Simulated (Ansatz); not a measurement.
**C₂H₆S₂Si: vertical ionisation energy**

An exercise on one series of results from a longer session: the logs are not shown, and one member is left open.

Computed with Ansatz 0.2.0, Gaussian basis. Level: unrestricted cation, the program's frozen cores in correlated methods.

Plan: UKS PBE-D4/def2-TZVPP; UKS r2SCAN-D4/def2-TZVPP; UKS PBE0-D4/def2-TZVPP; UKS B3LYP-D4/def2-TZVPP; UKS wB97X-V/def2-TZVPP; UKS wB97M-V/def2-TZVPP; UKS B2PLYP/def2-TZVPP; UHF-CCSD(T)/def2-TZVPP; UHF-MP2/def2-QZVPP; extrapolation to the limit; then −ε(HOMO) from the neutral's earlier runs with LDA (SPW92), PBE-D4, revPBE-D4, BLYP-D4, r2SCAN-D4, B97M-V, PBE0-D4, B3LYP-D4, r2SCANh-D4, r2SCAN0-D4, HSE06-D4, BHLYP-D4, CAM-B3LYP-D4, LC-ωPBE, ωB97X-V, ωB97M-V.

1 further run of the same task is left out (it didn't finish).

### The geometry

All runs share one geometry, relaxed beforehand with PBE0-D4 in a triple-zeta def2 set.

SMILES `CS[Si]SC`, 11 atoms, charge 0, spin multiplicity 1.

Atoms are counted from 1 here; the program's logs count them from 0.

Bond lengths: C1–S2 1.815 Å, C1–H6 1.090 Å, C1–H7 1.088 Å, C1–H8 1.089 Å, S2–Si3 2.136 Å, Si3–S4 2.136 Å, S4–C5 1.815 Å, C5–H9 1.090 Å, C5–H10 1.089 Å, C5–H11 1.088 Å. Angles: S2–C1–H6 106.3°, S2–C1–H7 110.4°, S2–C1–H8 111.3°, H6–C1–H7 109.3°, H6–C1–H8 109.1°, H7–C1–H8 110.3°, C1–S2–Si3 113.5°, S2–Si3–S4 108.4°, Si3–S4–C5 113.5°, S4–C5–H9 106.3°, S4–C5–H10 111.3°, S4–C5–H11 110.4°, H9–C5–H10 109.1°, H9–C5–H11 109.3°, H10–C5–H11 110.3°.

The first run:

File in.yaml:

```yaml
crystal:
  periodic: [false, false, false]
  atoms:
    - {symbol: C, position_ang: [-0.824155, -0.175218, 1.395612]}
    - {symbol: S, position_ang: [0.795540, -0.892116, 1.791633]}
    - {symbol: Si, position_ang: [1.747752, -1.819762, 0.119330]}
    - {symbol: S, position_ang: [0.971802, -0.946971, -1.669508]}
    - {symbol: C, position_ang: [0.301107, 0.722161, -1.427961]}
    - {symbol: H, position_ang: [-1.467580, -0.381787, 2.250684]}
    - {symbol: H, position_ang: [-1.242475, -0.647671, 0.509351]}
    - {symbol: H, position_ang: [-0.754757, 0.901665, 1.252903]}
    - {symbol: H, position_ang: [0.589773, 1.298136, -2.307017]}
    - {symbol: H, position_ang: [-0.784716, 0.704144, -1.353668]}
    - {symbol: H, position_ang: [0.733008, 1.180619, -0.540860]}
basis:
  gaussian: {orbitals: def2-TZVPP}
total_charge: 1
magnetization: {spin_polarized: true, initial_magnetization: 1}
hamiltonian: {xc: pbe, dispersion: d4}
```

Run with:

```bash
$ ansatz run in.yaml --threads 2 --pin off --events-out ev --progress --plain --max-ram 32768MiB --backend cpu
```

Steps of the session up to this table: Cation, UKS PBE-D4/def2-TZVPP; Cation, UKS r2SCAN-D4/def2-TZVPP; Cation, UKS PBE0-D4/def2-TZVPP; Cation, UKS B3LYP-D4/def2-TZVPP; Cation, UKS wB97X-V/def2-TZVPP; Cation, UKS wB97M-V/def2-TZVPP; Cation, UKS B2PLYP (frozen core)/def2-TZVPP; Cation, UHF-CCSD(T)/def2-TZVPP; Cation, UHF-MP2/def2-QZVPP.

One of the session's tables, all rows but one given; the rest of the session is left out.

It belongs to the step «Ionisation energies side by side». Orbital estimates, from the neutral's runs:

```
  functional  −ε(HOMO) (eV)
 LDA (SPW92)           5.63
      PBE-D4           5.51
   revPBE-D4           5.47
     BLYP-D4           5.36
   r2SCAN-D4           5.70
      B97M-V              ?
     PBE0-D4           6.54
    B3LYP-D4           6.35
  r2SCANh-D4           6.08
  r2SCAN0-D4           6.66
    HSE06-D4           6.15
    BHLYP-D4           7.45
CAM-B3LYP-D4           7.78
     LC-ωPBE           9.06
     ωB97X-V           8.74
     ωB97M-V           8.58
```

Q: Estimate the row for B97M-V from the others.

**Answer.** −ε(HOMO) (eV): 5.77. In the column «−ε(HOMO) (eV)» it lies between r2SCAN-D4 (5.70) and r2SCANh-D4 (6.08).
